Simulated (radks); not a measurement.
**Ce⁺ with its nuclear charge varied continuously**

The task here is to estimate one member of a computed series from the others.

Method: scalar-relativistic Kohn-Sham, r2SCAN, spin-polarised, spherical densities, finite nucleus; open shells are filled with parallel spins first. Code: radks (a radial shooting solver on a logarithmic mesh, Libxc functionals) version 1.

1 further run of the same task is left out (it didn't finish).

## The atom as given

```
element            : cerium (Z = 58)
charge             : +1
electrons          : 57
configuration      : [Xe] 4f1 5d2
nuclear rms radius : 4.8771 fm
```

The outer shells:

Ce⁺
```
[Xe] core
4f [↑ ][  ][  ][  ][  ][  ][  ]
5d [↑ ][↑ ][  ][  ][  ]
```

The first run:

Input:

```text
Z 58
configuration [Xe] 4f1 5d2
relativity scalar-relativistic
functional r2scan,r2scan
spin polarised
nucleus finite rms 4.8771 fm
c 137.035999084
```

Among the steps run: Z = 58.

One table of the session follows, with a row left open; its other results are not shown here.

It belongs to the step «Z = 58». Sizes of the orbitals, from the radial functions (bohr):

```
  level    <r>  outermost maximum (interpolated)  90 % within  nodes
  5s up  1.536                              1.38         2.21      4
5s down      ?                                 ?            ?      ?
  5p up  1.780                              1.55         2.60      3
5p down  1.763                              1.55         2.57      3
  4f up  1.125                             0.708         1.97      0
4f down  1.099                             0.707         1.90      0
  5d up  2.788                              2.17         4.35      2
5d down  2.779                              2.10         4.44      2
```

Estimate the missing values for 5s down.

As computed: <r>: 1.530; outermost maximum (interpolated): 1.38; 90 % within: 2.20; nodes: 4. In the column «<r>» it lies between 4f up (1.125) and 5s up (1.536).

To keep in mind: At Z = 58 the central difference of E is -371.619 hartree, against -369.901 from the Hellmann-Feynman theorem; the scalar-relativistic energy here is not variational, so the two differ by a part that grows with Z.
